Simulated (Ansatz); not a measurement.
# C₂H₅BGaN: small, medium and large basis sets

An exercise on one series of results from a longer session: the logs are not shown, and one member is left open.

Program: Ansatz 0.2.0, Gaussian basis. Level of theory: one geometry, several basis sets. These are calculated values, not measurements.

The runs, in order: PBE0-D4/def2-SVP; ωB97M-V/def2-SVP; PBE0-D4/def2-QZVPP; ωB97M-V/def2-QZVPP; the functionals' def2-TZVPP values are taken from earlier runs.

## The geometry

An earlier PBE0-D4 in a triple-zeta def2 set relaxation fixed the geometry.

10 atoms, charge 0, spin multiplicity 1.

Atoms are counted from 1 here; the program's logs count them from 0.

Bond lengths: C1–N2 1.445 Å, C1–H6 1.096 Å, C1–H7 1.093 Å, C1–H8 1.092 Å, N2–C3 1.220 Å, C3–B4 1.437 Å, C3–Ga5 2.409 Å, B4–Ga5 1.934 Å, B4–H9 1.184 Å, Ga5–H10 1.558 Å. Angles: N2–C1–H6 112.3°, N2–C1–H7 108.8°, N2–C1–H8 109.1°, H6–C1–H7 109.4°, H6–C1–H8 109.8°, H7–C1–H8 107.3°, C1–N2–C3 125.1°, N2–C3–B4 174.5°, N2–C3–Ga5 121.7°, B4–C3–Ga5 53.4°, C3–B4–Ga5 90.0°, C3–B4–H9 132.6°, Ga5–B4–H9 137.4°, C3–Ga5–B4 36.6°, C3–Ga5–H10 130.0°, B4–Ga5–H10 166.6°.

Set-up of the first run:

File in.yaml:

```yaml
crystal:
  periodic: [false, false, false]
  atoms:
    - {symbol: C, position_ang: [-1.730813, -0.283811, 0.448859]}
    - {symbol: N, position_ang: [-0.765240, 0.722843, 0.070736]}
    - {symbol: C, position_ang: [0.223536, 0.524510, -0.615893]}
    - {symbol: B, position_ang: [1.463364, 0.335063, -1.316713]}
    - {symbol: Ga, position_ang: [2.365916, 0.021299, 0.364392]}
    - {symbol: H, position_ang: [-1.404261, -1.294446, 0.180000]}
    - {symbol: H, position_ang: [-2.679647, -0.065683, -0.046933]}
    - {symbol: H, position_ang: [-1.905585, -0.225740, 1.524794]}
    - {symbol: H, position_ang: [1.747621, 0.366157, -2.465986]}
    - {symbol: H, position_ang: [2.768408, -0.151492, 1.859745]}
basis:
  gaussian: {orbitals: def2-SVP}
hamiltonian: {xc: pbe0, dispersion: d4}
output: {orbitals: {seedname: orbitals}}
```

Run with:

```sh
> ansatz run in.yaml --threads 4 --pin off --events-out ev --progress --plain --max-ram 10444MiB
```

Among the steps run: PBE0-D4 in def2-SVP; ωB97M-V in def2-SVP; PBE0-D4 in def2-QZVPP; ωB97M-V in def2-QZVPP.

One of the session's tables, all rows but one given; the rest of the session is left out.

It belongs to the step «Density functionals: the series». 

| functional | basis | HOMO (eV) | LUMO (eV) |
| --- | --- | --- | --- |
| PBE0-D4 | def2-SVP | -5.51 | -1.88 |
| PBE0-D4 | def2-TZVPP | -5.59 | -1.93 |
| PBE0-D4 | def2-QZVPP | -5.60 | -1.95 |
| ωB97M-V | def2-SVP | -7.43 | -0.07 |
| ωB97M-V | def2-TZVPP | ? | ? |
| ωB97M-V | def2-QZVPP | -7.54 | -0.26 |

**Question.** Estimate the row for ωB97M-V, def2-TZVPP.

The run gave: HOMO (eV): -7.53; LUMO (eV): -0.15. In the column «HOMO (eV)» it lies between ωB97M-V, def2-QZVPP (-7.54) and ωB97M-V, def2-SVP (-7.43).
